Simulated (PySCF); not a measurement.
# YS: bond curves at several levels of theory

One table from this session's results is given with a row withheld; the runs are named, their logs left out.

Computed with PySCF 2.14.0. Level: Y x2c-TZVPPall, S x2c-TZVPPall, spin-free X2C with a Gaussian nucleus.

Set-up of the first run:

The job is set up so:

| Quantity | Value |
| --- | --- |
| atoms | Y, S |
| charge | 0 |
| basis | Y x2c-TZVPPall, S x2c-TZVPPall |
| Hamiltonian | spin-free X2C with a Gaussian nucleus |
| basis functions | 121 |
| electrons treated | 55 |
| masses in u | 88.9058, 31.9721 |
| levels | PBE0, PBE, r²SCAN, MN15, M06, B97-3, BP86, CAM-B3LYP, HF, MP2, SCS-MP2, CCSD, CCSD(T) |
| grid | 80 radial by 434 angular points |
| occupations | held fixed by the projection of orbital angular momentum |
| dissociation limit | Y + S, each in its ground configuration |
| starting distance in angstrom | 2.450 |
| values of 2S to try | 1, 3, 5 |

On the command line:

```sh
OMP_NUM_THREADS=2 python dia.py task.json out
```

Among the steps run: Set-up; The PBE0 curve of the state that the search chose; Other states along the same grid; PBE; r²SCAN; MN15 (hybrid meta-GGA); M06; B97-3 (global hybrid GGA); BP86; CAM-B3LYP (range-separated hybrid); UHF (mean field); Correlated methods on the Hartree–Fock reference.

One table of the session follows, with a row left open; its other results are not shown here.

Energy (eV) from each level's lowest point:

```
R (Å)    UHF  UHF-MP2  UHF-SCS-MP2  UHF-CCSD  UHF-CCSD(T)
1.950  2.018    1.765        1.836       n/a          n/a
2.041  0.973    0.815        0.862     0.879        0.911
2.132  0.353    0.272        0.299     0.307        0.328
2.200  0.104    0.069        0.081     0.084        0.096
2.268  0.000    0.000        0.000     0.000        0.000
2.336  0.011    0.037        0.026     0.024        0.010
2.427      ?        ?            ?         ?            ?
2.540  0.512    0.559        0.524     0.528        0.456
2.676  1.076    1.095        1.049     1.065        0.940
2.858  1.930    1.944        1.883       n/a          n/a
```

Estimate the missing values for R (Å) = 2.427.

Worked estimate for «UHF». A straight line through the neighbours (2.336, 0.011) and (2.540, 0.512) gives 0.011 + (0.512 − 0.011) × (2.427 − 2.336) / (2.540 − 2.336) = 0.234; a parabola fitted to 4 rows on both sides gives 0.180.

As computed: UHF: 0.163; UHF-MP2: 0.208; UHF-SCS-MP2: 0.185; UHF-CCSD: 0.185; UHF-CCSD(T): 0.148. In «UHF» the line misses by +0.071 and the parabola by +0.017.
